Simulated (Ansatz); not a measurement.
# C₂H₇AlSi: a ladder of functionals and wavefunction methods

The task here is to estimate one member of a computed series from the others.

Computed with Ansatz 0.2.0, Gaussian basis. Level: functionals in def2-TZVPP, the program's frozen cores in correlated methods.

Levels to be run: LDA (SPW92), PBE-D4, revPBE-D4, BLYP-D4, r2SCAN-D4, B97M-V, PBE0-D4, B3LYP-D4, r2SCANh-D4, r2SCAN0-D4, HSE06-D4, BHLYP-D4, CAM-B3LYP-D4, LC-ωPBE, ωB97X-V, ωB97M-V, B2PLYP, PBE-QIDH; CCSD(T)/def2-SVP; CCSD(T)/def2-TZVPP; MP2/def2-QZVPP; extrapolation to the limit; RPA on PBE.

## The geometry

All runs share one geometry, relaxed beforehand with PBE0-D4 in a triple-zeta def2 set.

11 atoms, charge 0, spin multiplicity 1.

Atoms are counted from 1 here; the program's logs count them from 0.

Bond lengths: Al1–C2 1.911 Å, Al1–H5 1.590 Å, Al1–H6 1.587 Å, C2–C3 1.532 Å, C2–Si4 1.890 Å, C2–H7 1.090 Å, C3–Si4 1.840 Å, C3–H8 1.086 Å, C3–H9 1.086 Å, Si4–H10 1.476 Å, Si4–H11 1.480 Å. Angles: C2–Al1–H5 119.3°, C2–Al1–H6 118.7°, H5–Al1–H6 121.8°, Al1–C2–C3 127.7°, Al1–C2–Si4 106.2°, Al1–C2–H7 116.4°, C3–C2–Si4 64.1°, C3–C2–H7 114.8°, Si4–C2–H7 110.4°, C2–C3–Si4 67.5°, C2–C3–H8 116.8°, C2–C3–H9 116.2°, Si4–C3–H8 118.4°, Si4–C3–H9 118.0°, H8–C3–H9 112.9°, C2–Si4–C3 48.5°, C2–Si4–H10 119.0°, C2–Si4–H11 118.6° and more.

As a file:

```xyz
11
charge 0, multiplicity 1
Al   -1.26678    1.38936   -0.08577
C     0.10902    0.29874    0.66960
C     0.17890   -1.23131    0.70342
Si    0.99026   -0.52100   -0.78733
H    -2.47450    0.69772   -0.85370
H    -1.10676    2.96705   -0.02575
H     0.82829    0.80270    1.31456
H    -0.75707   -1.76726    0.57688
H     0.81281   -1.66479    1.47087
H     2.46137   -0.43441   -0.87354
H     0.28987   -0.59371   -2.08863
```

The first run:

File in.yaml:

```yaml
crystal:
  periodic: [false, false, false]
  atoms:
    - {symbol: Al, position_ang: [-1.266778, 1.389362, -0.085768]}
    - {symbol: C, position_ang: [0.109015, 0.298739, 0.669596]}
    - {symbol: C, position_ang: [0.178899, -1.231314, 0.703421]}
    - {symbol: Si, position_ang: [0.990260, -0.520998, -0.787329]}
    - {symbol: H, position_ang: [-2.474503, 0.697722, -0.853702]}
    - {symbol: H, position_ang: [-1.106756, 2.967054, -0.025752]}
    - {symbol: H, position_ang: [0.828286, 0.802703, 1.314556]}
    - {symbol: H, position_ang: [-0.757074, -1.767259, 0.576882]}
    - {symbol: H, position_ang: [0.812811, -1.664789, 1.470866]}
    - {symbol: H, position_ang: [2.461370, -0.434410, -0.873541]}
    - {symbol: H, position_ang: [0.289871, -0.593712, -2.088627]}
basis:
  gaussian: {orbitals: def2-TZVPP}
hamiltonian: {xc: lda}
output: {orbitals: {seedname: orbitals}}
```

On the command line:

```bash
ansatz run in.yaml --threads 2 --pin off --events-out ev --progress --plain --max-ram 4352MiB
```

Among the steps run: LDA; PBE-D4 (GGA); revPBE-D4 (GGA); BLYP-D4 (GGA); r2SCAN-D4 (meta-GGA); B97M-V (meta-GGA); PBE0-D4 (hybrid); B3LYP-D4 (hybrid); r2SCANh-D4 (hybrid); r2SCAN0-D4 (hybrid); HSE06-D4 (hybrid); BHLYP-D4 (hybrid); CAM-B3LYP-D4 (range-separated); LC-ωPBE (range-separated); ωB97X-V (range-separated); ωB97M-V (range-separated); B2PLYP (double hybrid); PBE-QIDH (double hybrid).

One table of the session follows, with a row left open; its other results are not shown here.

It belongs to the step «Orbital energies across the functionals». 

| functional | HOMO (eV) | gap (eV) |
| --- | --- | --- |
| LDA (SPW92) | -5.91 | 3.93 |
| PBE-D4 | -5.76 | 4.01 |
| revPBE-D4 | -5.70 | 4.06 |
| BLYP-D4 | -5.58 | 3.97 |
| r2SCAN-D4 | -5.93 | 4.51 |
| B97M-V | -6.00 | 4.37 |
| PBE0-D4 | -6.76 | 5.77 |
| B3LYP-D4 | -6.54 | 5.37 |
| r2SCANh-D4 | -6.30 | 5.14 |
| r2SCAN0-D4 | -6.87 | 6.09 |
| HSE06-D4 | -6.36 | 5.02 |
| BHLYP-D4 | ? | ? |
| CAM-B3LYP-D4 | -7.97 | 7.91 |
| LC-ωPBE | -9.28 | 10.27 |
| ωB97X-V | -8.94 | 9.82 |
| ωB97M-V | -8.83 | 9.42 |

**Question.** Estimate the row for BHLYP-D4.

Worked estimate for «HOMO (eV)». Against the share of exact exchange, BLYP-D4 (0, -5.58), B3LYP-D4 (0.2, -6.54) give a slope of -4.80 per unit share; at 0.5 the line stands at -7.98.

**Answer.** HOMO (eV): -7.62; gap (eV): 7.42. In «HOMO (eV)» the line misses by -0.36.
